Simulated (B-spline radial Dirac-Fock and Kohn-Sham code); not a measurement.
# An X-ray data sheet for Eu²⁺, step by step

Aim: for the Eu²⁺ ion, compute its X-ray form factor and Compton profile, the binding energy of each subshell and how cheaper methods do for the levels.

The numbers are computed with B-spline radial Dirac-Fock and Kohn-Sham code (version 3): a free atom or ion on a radial basis; each step names its model.

## 1. The system

Europium as Eu²⁺, configuration [Xe] 4f6 6s1 (not the ground configuration).

* nuclear charge: 63
* electrons: 61
* mass number: 153
* nuclear rms radius: 5.1115 fm

## 2. Scattering by the electron cloud

Model: Dirac-Fock average of configuration, finite nucleus; form factor of the spherical density, Waller-Hartree incoherent function, impulse-approximation Compton profiles.

The run's settings:

```ini
task = scatter
Z = 63
charge = 2
configuration = 1s2 2s2 2p6 3s2 3p6 3d10 4s2 4p6 4d10 4f6 5s2 5p6 6s1
mass_number = 153
rms_radius = 5.1115  # fm
s = [0.0, 0.05, 0.1, 0.15, 0.2, 0.25, 0.3, 0.35, 0.4, 0.45, 0.5, 0.6, 0.7, 0.8, 0.9, 1.0, 1.1, 1.2, 1.4, 1.6, 1.8, 2.0, 2.5, 3.0, 3.5, 4.0, 5.0, 6.0]  # 1/A
pz = [0, 0.1, 0.2, 0.3, 0.4, 0.5, 0.6, 0.8, 1.0, 1.2, 1.4, 1.6, 1.8, 2.0, 2.5, 3.0, 4.0, 5.0, 7.0, 10.0, 15.0, 20.0, 30.0, 40.0, 60.0, 100.0]  # a.u.
photon_energy = [1000, 2000, 5000, 10000, 17479.3, 30000, 200000, 1000000]  # eV
```

## 3. Hole states by ΔSCF

Model: Dirac-Fock average of configuration, Delta-SCF, finite nucleus, first-order Breit with its frequency dependence, self-energy and vacuum polarisation.

Settings, as recorded:

```ini
task = binding
```

## 4. Dirac PBE, for comparison

Model: Dirac-Kohn-Sham PBE, finite nucleus, spherical and without spin polarisation.

The run's settings:

```ini
task = binding-ladder
method = pbe,pbe
relativity = dirac
```

(Steps that only read results are left out.)

What does the calculation give? Wanted: rms radius of the electron cloud; form factor halves at; Compton profile at zero; deepest level, K; least bound, P1; Kα1; Dirac PBE, K: eigenvalue / ΔSCF.

**Answer**, as computed:

```
                        quantity                 value
rms radius of the electron cloud            0.902 bohr
           form factor halves at              0.61 1/Å
         Compton profile at zero          9.023 1/a.u.
           deepest level, K (1s)            48546.4 eV
            least bound, P1 (6s)              18.15 eV
                             Kα1            41539.3 eV
 Dirac PBE, K: eigenvalue / ΔSCF  48335.8 / 48785.9 eV
```

What this shows: f falls from 61 to half of that at s = 0.61 1/Å. Incoherent scattering outweighs coherent from 200 keV on, among the energies asked. For K (1s), relaxation takes off 76.5 eV, Breit terms shift it by -135.02 and QED by -69.75 eV. Dirac PBE misses the K level by -0.4 % with its eigenvalue and by +0.5 % with ΔSCF. Breit and QED terms, which only the reference holds, shift this level by tenths of a per cent, so the eigenvalue's nearness can be cancellation. The Hartree-Fock and Dirac-Fock values hold no electron correlation.
